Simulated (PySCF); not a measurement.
# [Tb(H2O)]3+: other functionals and bases at one geometry

An exercise on one series of results from a longer session: the logs are not shown, and one member is left open.

Program: PySCF 2.14.0. Level of theory: several levels, as the steps say, no spin–orbit coupling. These are calculated values, not measurements.

1 further run of the same task is left out (for a known fault of the program).

### Where the work starts

4 atoms, charge 3, spin multiplicity 1.

Bond lengths: Tb1–O2 2.185 Å, O2–H3 1.002 Å, O2–H4 1.002 Å. Angles: Tb1–O2–H3 128.9°, Tb1–O2–H4 128.9°, H3–O2–H4 102.1°.

Coordinates:

```xyz
4
H2OTb
Tb    0.00000    0.00000   -0.07103
O     0.00000    0.00000    2.11425
H     0.77988    0.00000    2.74413
H    -0.77988    0.00000    2.74413
```

Formal oxidation states: Tb +3. Each metal's 8 4f electrons lie in its core potential, so multiplicities, spins and levels count the valence alone. An earlier session relaxed this geometry at PBE0, Tb lcecp-1-SVP with ECP54, O def2-SVP, H def2-SVP (singlet, point group C2v).

At PBE0 on the finer grid: E = -111.429057 Eh, HOMO -28.17 eV, LUMO -20.67 eV, Mulliken charge on Tb1 +2.55 e, largest force component 0.004 eV/Å. 

Levels to run: r2SCAN; BLYP; PBE0, TZVP. Hardware: 2 threads of Intel Xeon Platinum 8488C (Sapphire Rapids), shared host.

Set-up of the first run:

Contents of run.py (the lines that set the calculation):

```python
mol = gto.M(atom='''
Tb     0.00000     0.00000    -0.07103
O      0.00000     0.00000     2.11425
H      0.77988     0.00000     2.74413
H     -0.77988     0.00000     2.74413''',
    basis={'Tb': 'lcecp-1-SVP', 'O': 'def2-SVP', 'H': 'def2-SVP'},
    ecp={'Tb': 'lcecp-1-SVP'},
    charge=3, spin=0)
mf = dft.RKS(mol, xc='R2SCAN')
mf.grids.atom_grid = (75, 302)  # f atoms: unpruned, at least (60, 302)
mf = mf.density_fit()  # fitting sets: Tb AutoAux, O def2-universal-JKFIT, H def2-universal-JKFIT
mf.conv_tol = 1e-08; mf.max_cycle = 55
mf.kernel(dm0)  # dm0: the density of the relaxed state
```

Launch:

```sh
OMP_NUM_THREADS=2 python run.py
```

Steps of the session up to this table: r2SCAN; BLYP; PBE0, TZVP.

One table of the session follows, with a row left open; its other results are not shown here.

```
              level  HOMO (eV)  gap (eV)  charge on Tb1 (e)  dipole (D)  largest force component (eV/Å)
PBE0 (relaxed here)     -28.17      7.51               2.55        3.19                            0.00
             r2SCAN     -26.79      5.80               2.55        3.25                            0.15
               BLYP     -26.44      4.67               2.49        3.58                            0.49
         PBE0, TZVP          ?         ?                  ?           ?                               ?
```

**Question.** Estimate the row for PBE0, TZVP.

As computed: HOMO (eV): -28.15; gap (eV): 7.51; charge on Tb1 (e): 2.63; dipole (D): 3.25; largest force component (eV/Å): 0.30. In the column «HOMO (eV)» it lies between PBE0 (relaxed here) (-28.17) and r2SCAN (-26.79).

The dipole of a charged species depends on the origin, so these sizes hold for this origin alone.

In one basis the HOMO–LUMO gap runs from 4.67 eV (BLYP) to 7.51 eV (PBE0). The largest leftover force, 0.49 eV/Å with BLYP, stands at a geometry relaxed at another level. With 4f in the core, its levels are missing from HOMO and gap, and its count is fixed, so no charge can pass from the ligands into it. Total energies of different levels can't be compared.
